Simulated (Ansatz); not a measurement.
The system is Ba2Tl5V3O12.

```xyz
22
Lattice="6.4899 -6.6769 -0.0476 6.4899 6.6769 -0.0476 -1.9674 0.0000 5.7522" Properties=species:S:1:pos:R:3 pbc="T T T"
Ba    6.4899    0.2782   -0.0476
Ba    6.4899   -3.9079   -0.0476
V     9.8970    1.9304    1.4039
V     1.1155    1.9304    4.2530
V     5.5062   -0.9938    2.8285
Tl    7.5378    2.3899    3.6011
Tl    3.4747    2.3899    2.0558
Tl    5.5062    6.4755    2.8285
Tl    2.4016   -1.2210    1.2385
Tl    8.6109   -1.2210    4.4184
O     0.8627    1.7317    2.5341
O     6.4815    0.0639    3.8372
O     7.0413   -3.2392    4.8045
O     8.1926    1.8299    1.1215
O     6.5476   -1.8120    1.7511
O     0.1757    0.7388    5.0824
O     4.4649   -1.8120    3.9058
O    10.8367    0.7388    0.5745
O     3.9711   -3.2392    0.8524
O     2.8198    1.8299    4.5354
O    10.1497    1.7317    3.1228
O     4.5309    0.0639    1.8197
```

The cell was built by a generator and needn't be a form met in nature.

Base run:

```yaml
Program: Ansatz 0.2.0
Functional: PBE
Potentials_or_basis: Ansatz PAW
Cutoff: 420 eV
Density_cutoff: 1680 eV
k_mesh: 3 × 3 × 5
Occupations: fermi-dirac, width 0.05 eV
Spin: collinear spin, ferromagnetic start
Starting_moments: "[0.0, 0.0, 2.0, 2.0, 2.0, 0.0, 0.0, 0.0, 0.0, 0.0, 0.0, 0.0, 0.0, 0.0, 0.0, 0.0, 0.0, 0.0, 0.0, 0.0, 0.0, 0.0] μB"
```

Its results: band gap on the k mesh 2.90 eV, indirect (least direct gap 2.95 eV); pressure 0.0 GPa; net moment 0.00 μB per cell; largest force 0.005 eV/Å.

Problem. The run is repeated on the same cell with these changes: functional from PBE to PBEsol. What comes out?

Solution. Band gap on the k mesh 2.86 eV, indirect (least direct gap 2.91 eV); pressure -2.7 GPa; net moment 0.00 μB per cell; largest force 0.320 eV/Å.

PBEsol binds more tightly than PBE, so the same cell stands under less pressure.

Caveats: spin-orbit coupling is left out, which as a rule narrows the gap of such compounds by several tenths of an eV; odd divisions of the mesh miss points on the zone boundary, where band edges often lie, so the gap on the mesh can be too wide (some runs); the PAW data sets come from PBE, with cores solved anew for the run's functional, which leaves a small shift of forces and pressure (some runs).

Not every run made on this cell is shown here.
